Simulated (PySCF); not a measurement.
**A gas-phase reaction: BFH2O2 + BrH → BBrH2O2 + FH**

What reaction energy should one expect for `OB(O)F` + `Br` → `OB(O)Br` + `F`?

Programs: PySCF 2.14.0. All values are calculated, for the isolated system unless a continuum is named. Atoms count from 0, parts from 1.

## 1. The system as given

Each species was relaxed by itself at PBE0-D3(BJ)/def2-SVPD.

## 2. Reaction energy: wB97M-D3(BJ)/def2-TZVPD

Job settings and geometry (Å):

```
{"job": {"kind": "react", "xc": "wB97M-D3(BJ)", "basis": "def2-TZVPD"}, "charge": 0, "multiplicity": 1}
-1 BFH2O2 charge 0 multiplicity 1
O      0.730190    -0.774140    -0.323330
B     -0.010560     0.310000     0.023740
O     -1.269100     0.194050     0.497210
F      0.499030     1.541920    -0.101280
H      1.607730    -0.554940    -0.646040
H     -1.569660    -0.716050     0.557050

-1 BrH charge 0 multiplicity 1
Br     0.715040    -0.004820     0.006910
H     -0.708580     0.008270    -0.007530

+1 BBrH2O2 charge 0 multiplicity 1
O     -0.195640     0.540750    -0.976280
B      0.161160     0.148060     0.269540
O     -0.636580    -0.643030     1.011620
Br     1.847140     0.713600     1.039020
H      0.445830     1.103390    -1.416770
H     -1.452840    -0.879170     0.558530

+1 FH charge 0 multiplicity 1
F      0.458630     0.019700    -0.030940
H     -0.458630    -0.019700     0.030940
```

With the program's defaults for keys left out, this is: wB97M-D3(BJ)/def2-TZVPD reaction energy of separated species, gas phase.

Run with:

```console
OMP_NUM_THREADS=1 python cluster_run.py task.json out
```

This one command runs all jobs of the session in turn.

**Question.** The jobs that follow are: PBE0-D3(BJ)/def2-TZVPD reaction energy of separated species, gas phase; MP2/def2-TZVPD reaction energy of separated species, gas phase. Predict: reaction energy (wB97M-D3(BJ)/def2-TZVPD); ΔH, ΔG at 298 K (xTB thermal terms). Thermal terms come from harmonic xTB runs on each species.

The runs gave:

```
                                                quantity                    value
               reaction energy (wB97M-D3(BJ)/def2-TZVPD)           16.10 kcal/mol
                     ΔH, ΔG at 298 K (xTB thermal terms)    +17.2, +17.3 kcal/mol
range of the reaction energy over the runs of this table  12.73 to 16.10 kcal/mol
```

What this shows: The reaction is endothermic by 17.2 kcal/mol in the gas phase; dispersion gives -0.55, and xTB itself gave 16.35 for the electronic energy (xTB energies and thermal terms come from the earlier relaxation of each species, not shown). No barrier was sought. The reaction energy runs from 12.73 (MP2/def2-TZVPD) to 16.10 kcal/mol (wB97M-D3(BJ)/def2-TZVPD).
